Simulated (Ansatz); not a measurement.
# Cl2GaH2N: the cost of one run

Method: RKS PBE/def2-SVP, in Ansatz 0.2.0.

### 1 The structure to begin with

Bond lengths: Ga1–N2 1.930 Å, N2–H3 1.060 Å, N2–H4 1.060 Å, Ga1–Cl5 2.240 Å, Ga1–Cl6 2.240 Å. Angles: Ga1–N2–H3 120.0°, Ga1–N2–H4 120.0°, H3–N2–H4 120.0°, N2–Ga1–Cl5 120.0°, N2–Ga1–Cl6 120.0°, Cl5–Ga1–Cl6 120.0°.

Coordinates:

```xyz
6

Ga    0.0000    0.0000    0.0000
N     0.0000    0.0000    1.9300
H    -0.8770   -0.2713    2.4600
H     0.8770    0.2713    2.4600
Cl    1.9398    0.0000   -1.1200
Cl   -1.9398    0.0000   -1.1200
```

### 2 Relaxing the start

input.yaml

```yaml
crystal:
  periodic: [false, false, false]
  atoms:
    - { symbol: Ga, position_ang: [0.0, 0.0, 0.0] }
    - { symbol: "N", position_ang: [0.0, 0.0, 1.93] }
    - { symbol: H, position_ang: [-0.877, -0.2713, 2.46] }
    - { symbol: H, position_ang: [0.877, 0.2713, 2.46] }
    - { symbol: Cl, position_ang: [1.9398, 0.0, -1.12] }
    - { symbol: Cl, position_ang: [-1.9398, 0.0, -1.12] }
basis:
  gaussian: { orbitals: def2-SVP }
hamiltonian:
  xc: pbe
relax:
  f_tol: 0.02
  max_steps: 40
```

Started as:

```bash
ansatz run input.yaml --threads 1 --pin off --max-ram 2048MiB --backend cpu --events-out ev --progress --plain --runs-dir out
```

Q: Estimate wall time and peak memory on 1 thread of Intel Xeon Platinum 8259CL at 2.50GHz (Skylake/Cascade Lake), shared host.

About 23 s, with a peak of 0.14 GiB.
